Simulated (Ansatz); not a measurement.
**SiSnH₅+ (SMILES [SiH2+][SnH3]): functionals against CCSD(T) at one geometry**

The atoms stand at a structure displaced at random from a GFN2-xTB minimum. How far do the functionals agree with CCSD(T) there?

The runs use Ansatz 0.2.0, Gaussian basis; single points in def2-TZVPP.

Cores are frozen in the correlated methods. Filled d shells of the heavier atoms are correlated. Core potentials replace the inner electrons past krypton, and spin-orbit coupling is left out.

## (1) The system as given

SMILES `[SiH2+][SnH3]`, 7 atoms, charge 1, spin multiplicity 1.

Atoms are counted from 1 here; the program's logs count them from 0.

Bond lengths: Si1–Sn2 2.492 Å, Si1–H3 1.317 Å, Si1–H4 1.607 Å, Sn2–H6 1.654 Å, Sn2–H7 1.460 Å. Angles: Sn2–Si1–H3 126.2°, Sn2–Si1–H4 128.8°, H3–Si1–H4 104.4°, Si1–Sn2–H6 107.6°, Si1–Sn2–H7 109.9°, H6–Sn2–H7 114.2°.

As a file:

```
Si   -0.2203   -1.3849    0.2459
Sn    0.2817    1.0366   -0.0606
H     0.1361   -2.1298    1.2716
H    -0.8348   -2.4280   -0.8103
H    -0.4514    1.5043   -1.7802
H    -0.6231    1.8786    1.0388
H     1.7201    1.2632    0.0489
```

## (2) CCSD(T)/def2-TZVPP

Input file run/in.yaml:

```yaml
crystal:
  periodic: [false, false, false]
  atoms:
    - {symbol: Si, position_ang: [-0.220300, -1.384900, 0.245900]}
    - {symbol: Sn, position_ang: [0.281700, 1.036600, -0.060600]}
    - {symbol: H, position_ang: [0.136100, -2.129800, 1.271600]}
    - {symbol: H, position_ang: [-0.834800, -2.428000, -0.810300]}
    - {symbol: H, position_ang: [-0.451400, 1.504300, -1.780200]}
    - {symbol: H, position_ang: [-0.623100, 1.878600, 1.038800]}
    - {symbol: H, position_ang: [1.720100, 1.263200, 0.048900]}
basis:
  gaussian: {orbitals: def2-TZVPP}
total_charge: 1
correlation: {method: ccsd_t}
output: {forces: true}
```

The command line of these runs was not kept.

## (3) PBE0-D4/def2-TZVPP

run/in.yaml, as its differences from that of step 2:

```diff
@@ -13,3 +13,3 @@
 total_charge: 1
-correlation: {method: ccsd_t}
-output: {forces: true}
+hamiltonian: {xc: pbe0, dispersion: d4}
+output: {forces: true, orbitals: {seedname: orbitals}}
```

## (4) wB97M-V/def2-TZVPP

run/in.yaml, as its differences from that of step 3:

```diff
@@ -13,3 +13,3 @@
 total_charge: 1
-hamiltonian: {xc: pbe0, dispersion: d4}
-output: {forces: true, orbitals: {seedname: orbitals}}
+hamiltonian: {xc: {name: wB97M-V}}
+output: {forces: true}
```

## (5) r2SCAN-D4/def2-TZVPP

run/in.yaml, as its differences from that of step 4:

```diff
@@ -13,3 +13,3 @@
 total_charge: 1
-hamiltonian: {xc: {name: wB97M-V}}
+hamiltonian: {xc: r2scan, dispersion: d4}
 output: {forces: true}
```

## (6) PBE-D4/def2-TZVPP

run/in.yaml, as its differences from that of step 5:

```diff
@@ -13,3 +13,3 @@
 total_charge: 1
-hamiltonian: {xc: r2scan, dispersion: d4}
+hamiltonian: {xc: pbe, dispersion: d4}
 output: {forces: true}
```

## (7) HSE06-D4/def2-TZVPP

run/in.yaml, as its differences from that of step 6:

```diff
@@ -13,3 +13,3 @@
 total_charge: 1
-hamiltonian: {xc: pbe, dispersion: d4}
+hamiltonian: {xc: hse06, dispersion: d4}
 output: {forces: true}
```

## (8) BLYP-D4/def2-TZVPP

run/in.yaml, as its differences from that of step 7:

```diff
@@ -13,3 +13,3 @@
 total_charge: 1
-hamiltonian: {xc: hse06, dispersion: d4}
+hamiltonian: {xc: {name: BLYP}, dispersion: d4}
 output: {forces: true}
```

(Steps that only read results are left out.)

What does the calculation give? Wanted: energy less free atoms, CCSD(T)/def2-TZVPP; RMS force component; RMS force error; HOMO and LUMO, PBE0-D4; T1 diagnostic.

**Answer**, as computed:

```
                                  quantity                                                                                            value
energy less free atoms, CCSD(T)/def2-TZVPP                                                                                    -725.3 kJ/mol
                       RMS force component                                                             2.414 to 2.448 eV/Å over the methods
                           RMS force error  PBE0-D4 0.087, wB97M-V 0.044, r2SCAN-D4 0.108, PBE-D4 0.203, HSE06-D4 0.089, BLYP-D4 0.163 eV/Å
                    HOMO and LUMO, PBE0-D4                                                                              -13.51 and -9.44 eV
                             T1 diagnostic                                                                                            0.015
```

In words: Against CCSD(T) the functionals' energies less atoms differ by -26.9 to +15.5 kJ/mol, PBE-D4 by +13.4 kJ/mol. CCSD(T) in triple zeta still lacks some correlation energy of the bonds, so part of these gaps is its own basis error and they don't rank the functionals. The forces of wB97M-V come nearest to CCSD(T), those of PBE-D4 are farthest. Frozen-core CCSD(T) forces in triple zeta carry basis errors of their own, and this is one geometry, so small gaps rank nothing.
